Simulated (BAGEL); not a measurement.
**triplet InCl, step by step**

Aim: a single-point energy (triplet InCl, ROHF/x2c-SV(P)all), then a single-point energy (singlet InCl, HF/x2c-SVPall), then a single-point energy (triplet InCl, ROHF/x2c-SVPall), then the energy (singlet InCl, HF/x2c-TZVPall), then the energy (triplet InCl, ROHF/x2c-TZVPall), then the energy (singlet InCl, HF/x2c-QZVPall), then the energy (triplet InCl, ROHF/x2c-QZVPall) of ClIn. 

The results are computed with BAGEL 1.2.2.

5 further runs of the same task are left out: 5 set aside as unsound or not needed.

## Step 1: The system as given

InCl has 2 atoms, charge 0, and is taken as a triplet. As SMILES of the parent species, `[Cl][In]`. The shape comes from GFN2-xTB, which is rough for such elements, and wasn't checked as a minimum. That shape belongs to the parent species and isn't relaxed for this state.

Bond lengths: Cl1–In2 2.386 Å.

## Step 2: A single-point energy at ROHF/x2c-SV(P)all (DKH2, density fitting with AutoAux, property spin gap) (run 1)

The input, job.json:

```json
{ "bagel" : [

{
  "title" : "molecule",
  "basis" : "x2c-sv_p_all.json",
  "df_basis" : "x2c-sv_p_all-autoaux.json",
  "angstrom" : "true",
  "dkh" : "true",
  "geometry" : [
    { "atom" : "Cl", "xyz" : [       0.000000,       0.000000,       0.000000 ] },
    { "atom" : "In", "xyz" : [       0.000000,       0.000000,       2.385660 ] }
  ]
},

{ "title" : "rohf", "nopen" : 2 },

{ "title" : "print", "file" : "orbitals.molden", "orbitals" : "true" }

]}
```

The basis set x2c-SV(P)all is read from a file made from the Basis Set Exchange's data (not shown).

The run is started by

```bash
$ BAGEL_NUM_THREADS=1 BAGEL job.json > job.out
```

What it wrote:

```text
* using 1 threads per process

  ===============================================================
  ===============================================================

  *** Geometry ***

  { "atom" : "Cl", "xyz" : [      0.000000,      0.000000,      0.000000 ] },
  { "atom" : "In", "xyz" : [      0.000000,      0.000000,      4.508244 ] },

  Number of auxiliary basis functions:      527

  Since a DF basis is specified, we compute 2- and 3-index integrals:
    o Being stored without compression. Storage requirement is 0.012 GB

  Number of basis functions:       54
  Number of electrons      :       66

    * METHOD: MOLECULE                             0.17

  *** Open-shell HF ***

  === Nuclear Repulsion ===
   184.7726065274

      * DIIS with orbital gradients will be used.

  === ROHF iteration (x2c-sv_p_all.json) ===
      0      -6336.85597915          0.01156630           0.10
      1      -6336.88521504          0.00562317           0.10
      2      -6336.89102092          0.00272382           0.10
      3      -6336.89271691          0.00097323           0.10
      4      -6336.89346696          0.00026220           0.10
      5      -6336.89364943          0.00006884           0.10
      6      -6336.89367486          0.00002050           0.10
      7      -6336.89367608          0.00000585           0.10
      8      -6336.89367649          0.00000165           0.10
      9      -6336.89367676          0.00000059           0.10
     10      -6336.89367680          0.00000017           0.10
     11      -6336.89367682          0.00000006           0.10
     12      -6336.89367682          0.00000002           0.10
     13      -6336.89367681          0.00000000           0.10
    * SCF iteration converged.

    * S^2 (ROHF) is 2.0000

    * Permanent dipole moment:
           (   -0.000000,     0.000000,    -1.320836) a.u.

    * METHOD: ROHF                                 1.66

    * METHOD: PRINT                                0.01

  ===============================================================
```

Wall time 2 s (1 thread of Arm Neoverse V2, shared host); peak memory 0.092 GiB.

## Step 3: The singlet: the energy at HF/x2c-SVPall (DKH2, density fitting with AutoAux, property spin gap) (run 2)

The input, input.json:

```json
{ "bagel": [

{
  "title": "molecule",
  "basis": "x2c-svpall.json",
  "df_basis": "x2c-svpall-autoaux.json",
  "angstrom": "true",
  "dkh": "true",
  "geometry": [
    { "atom": "Cl", "xyz": [       0.000000,       0.000000,       0.000000 ] },
    { "atom": "In", "xyz": [       0.000000,       0.000000,       2.385660 ] }
  ]
},

{
  "title": "hf"
},

{
  "title": "print",
  "file": "orbitals.molden",
  "orbitals": "true"
}

]}
```

The basis set x2c-SVPall is read from a file made from the Basis Set Exchange's data (not shown).

The run is started by

```bash
$ BAGEL_NUM_THREADS=1 BAGEL input.json > input.out
```

What it wrote:

```text
* using 1 threads per process

  ===============================================================
  ===============================================================

  *** Geometry ***

  { "atom" : "Cl", "xyz" : [      0.000000,      0.000000,      0.000000 ] },
  { "atom" : "In", "xyz" : [      0.000000,      0.000000,      4.508244 ] },

  Number of auxiliary basis functions:      527

  Since a DF basis is specified, we compute 2- and 3-index integrals:
    o Being stored without compression. Storage requirement is 0.012 GB

  Number of basis functions:       54
  Number of electrons      :       66

    * METHOD: MOLECULE                             0.17

  *** RHF ***

  === Nuclear Repulsion ===
   184.7726065274

      * DIIS with orbital gradients will be used.

  === RHF iteration (x2c-svpall.json) ===
      0      -6336.95237632          0.00767612           0.05
      1      -6336.98870567          0.00316970           0.05
      2      -6336.99416226          0.00036165           0.05
      3      -6336.99433616          0.00009248           0.05
      4      -6336.99434763          0.00003084           0.05
      5      -6336.99434865          0.00000768           0.05
      6      -6336.99434871          0.00000191           0.05
      7      -6336.99434872          0.00000047           0.05
      8      -6336.99434872          0.00000012           0.05
      9      -6336.99434872          0.00000003           0.05
     10      -6336.99434872          0.00000001           0.05
    * SCF iteration converged.

    * Permanent dipole moment:
           (    0.000000,    -0.000000,    -1.205249) a.u.

    * METHOD: HF                                   0.80

    * METHOD: PRINT                                0.01

  ===============================================================
```

It took 1.1 s on 1 thread of Arm Neoverse V2, shared host; peak memory 0.092 GiB.

Runs 3 to 5 aren't shown in full; the table further down has their settings and results.

## Step 4: The singlet: the energy at HF/x2c-QZVPall (DKH2, density fitting with AutoAux, property spin gap) (run 6)

The input, job.json:

```json
{ "bagel" : [

{
  "title" : "molecule",
  "basis" : "x2c-qzvpall.json",
  "df_basis" : "x2c-qzvpall-autoaux.json",
  "angstrom" : true,
  "dkh" : true,
  "geometry" : [
    { "atom" : "Cl", "xyz" : [       0.000000,       0.000000,       0.000000 ] },
    { "atom" : "In", "xyz" : [       0.000000,       0.000000,       2.385660 ] }
  ]
},

{ "title" : "hf" },

{ "title" : "print", "file" : "orbitals.molden", "orbitals" : true }

]}
```

The basis set x2c-QZVPall is read from a file made from the Basis Set Exchange's data (not shown).

The run is started by

```bash
$ BAGEL_NUM_THREADS=1 BAGEL job.json > job.out
```

What it wrote:

```text
* using 1 threads per process

  ===============================================================
  ===============================================================

  *** Geometry ***

  { "atom" : "Cl", "xyz" : [      0.000000,      0.000000,      0.000000 ] },
  { "atom" : "In", "xyz" : [      0.000000,      0.000000,      4.508244 ] },

  Number of auxiliary basis functions:      938

  Since a DF basis is specified, we compute 2- and 3-index integrals:
    o Being stored without compression. Storage requirement is 0.249 GB

  Number of basis functions:      182
  Number of electrons      :       66

    * METHOD: MOLECULE                             1.40

  *** RHF ***

  === Nuclear Repulsion ===
   184.7726065274

      * DIIS with orbital gradients will be used.

  === RHF iteration (x2c-qzvpall.json) ===
      0      -6337.80715587          0.01196064           0.61
      1      -6337.89189460          0.00431899           0.61
      2      -6337.91128768          0.00097235           0.61
      3      -6337.91253359          0.00023345           0.61
      4      -6337.91265734          0.00007879           0.60
      5      -6337.91268415          0.00002219           0.61
      6      -6337.91268570          0.00000680           0.61
      7      -6337.91268586          0.00000281           0.61
      8      -6337.91268587          0.00000101           0.61
      9      -6337.91268587          0.00000043           0.60
     10      -6337.91268588          0.00000012           0.60
     11      -6337.91268588          0.00000002           0.60
     12      -6337.91268588          0.00000001           0.60
    * SCF iteration converged.

    * Permanent dipole moment:
           (    0.000000,    -0.000000,    -1.288604) a.u.

    * METHOD: HF                                  10.16

    * METHOD: PRINT                                0.06

  ===============================================================
```

It took 12 s on 1 thread of Arm Neoverse V2, shared host; peak memory 0.53 GiB.

## Step 5: A single-point energy at ROHF/x2c-QZVPall (DKH2, density fitting with AutoAux, property spin gap) (run 7)

The input, input.json:

```json
{ "bagel" : [

{
  "title" : "molecule",
  "basis" : "x2c-qzvpall.json",
  "df_basis" : "x2c-qzvpall-autoaux.json",
  "angstrom" : true,
  "dkh" : true,
  "geometry" : [
    { "atom" : "Cl", "xyz" : [       0.000000,       0.000000,       0.000000 ] },
    { "atom" : "In", "xyz" : [       0.000000,       0.000000,       2.385660 ] }
  ]
},

{
  "title" : "rohf",
  "nopen" : 2
},

{
  "title" : "print",
  "file" : "orbitals.molden",
  "orbitals" : true
}

]}
```

The basis set x2c-QZVPall is read from a file made from the Basis Set Exchange's data (not shown).

The run is started by

```bash
$ BAGEL_NUM_THREADS=1 BAGEL input.json > input.out
```

What it wrote:

```text
* using 1 threads per process

  ===============================================================
  ===============================================================

  *** Geometry ***

  { "atom" : "Cl", "xyz" : [      0.000000,      0.000000,      0.000000 ] },
  { "atom" : "In", "xyz" : [      0.000000,      0.000000,      4.508244 ] },

  Number of auxiliary basis functions:      938

  Since a DF basis is specified, we compute 2- and 3-index integrals:
    o Being stored without compression. Storage requirement is 0.249 GB

  Number of basis functions:      182
  Number of electrons      :       66

    * METHOD: MOLECULE                             1.41

  *** Open-shell HF ***

  === Nuclear Repulsion ===
   184.7726065274

      * DIIS with orbital gradients will be used.

  === ROHF iteration (x2c-qzvpall.json) ===
      0      -6337.70193378          0.02315365           1.24
      1      -6337.79141759          0.00748321           1.22
      2      -6337.80743715          0.00401155           1.23
      3      -6337.81358075          0.00079660           1.27
      4      -6337.81493239          0.00046318           1.23
      5      -6337.81582470          0.00016520           1.23
      6      -6337.81598843          0.00005456           1.23
      7      -6337.81602424          0.00002198           1.22
      8      -6337.81602358          0.00000464           1.22
      9      -6337.81602400          0.00000149           1.22
     10      -6337.81602474          0.00000067           1.22
     11      -6337.81602475          0.00000018           1.21
     12      -6337.81602483          0.00000010           1.22
     13      -6337.81602483          0.00000004           1.25
     14      -6337.81602482          0.00000002           1.23
     15      -6337.81602482          0.00000001           1.22
    * SCF iteration converged.

    * S^2 (ROHF) is 2.0000

    * Permanent dipole moment:
           (    0.000000,    -0.000000,    -1.249649) a.u.

    * METHOD: ROHF                                21.94

    * METHOD: PRINT                                0.06

  ===============================================================
```

It took 24 s on 1 thread of Arm Neoverse V2, shared host; peak memory 0.53 GiB.

## Step 6: All runs side by side

```
run                                                                      level  partner   energy (Eh)  dipole moment (D)   ⟨S²⟩  wall time
  1  ROHF/x2c-SV(P)all (DKH2, density fitting with AutoAux, property spin gap)  triplet  -6336.893677               3.36  2.000        2 s
  2      HF/x2c-SVPall (DKH2, density fitting with AutoAux, property spin gap)     base  -6336.994349               3.06      –      1.1 s
  3    ROHF/x2c-SVPall (DKH2, density fitting with AutoAux, property spin gap)  triplet  -6336.893677               3.36  2.000        2 s
  4     HF/x2c-TZVPall (DKH2, density fitting with AutoAux, property spin gap)     base  -6337.765196               3.25      –      3.6 s
  5   ROHF/x2c-TZVPall (DKH2, density fitting with AutoAux, property spin gap)  triplet  -6337.667474               3.16  2.000      7.2 s
  6     HF/x2c-QZVPall (DKH2, density fitting with AutoAux, property spin gap)     base  -6337.912686               3.28      –       12 s
  7   ROHF/x2c-QZVPall (DKH2, density fitting with AutoAux, property spin gap)  triplet  -6337.816025               3.18  2.000       24 s
```

## Step 7: What came out

| quantity | value |
| --- | --- |
| run 7, ROHF/x2c-QZVPall: total energy | -6337.81602 Eh |
| run 7, ROHF/x2c-QZVPall: dipole moment | 3.18 D |
| run 7, ROHF/x2c-QZVPall: ⟨S²⟩ | 2.000 |
| vertical energy of the triplet above the singlet, HF/x2c-SVPall | 2.739 eV |
| vertical energy of the triplet above the singlet, HF/x2c-TZVPall | 2.659 eV |
| vertical energy of the triplet above the singlet, HF/x2c-QZVPall | 2.630 eV |

What this shows: At HF/x2c-SVPall: at this shape the triplet lies 2.74 eV (264 kJ/mol) above the singlet. At HF/x2c-TZVPall: at this shape the triplet lies 2.66 eV (61 kcal/mol) above the singlet. At HF/x2c-QZVPall: at this shape the triplet lies 2.63 eV (254 kJ/mol) above the singlet. Over runs 1, 3, 5, 7 the dipole moment (its size) runs from 3.16 D (ROHF/x2c-TZVPall) to 3.36 D (ROHF/x2c-SV(P)all). All runs together took 52 s, the longest 24 s.
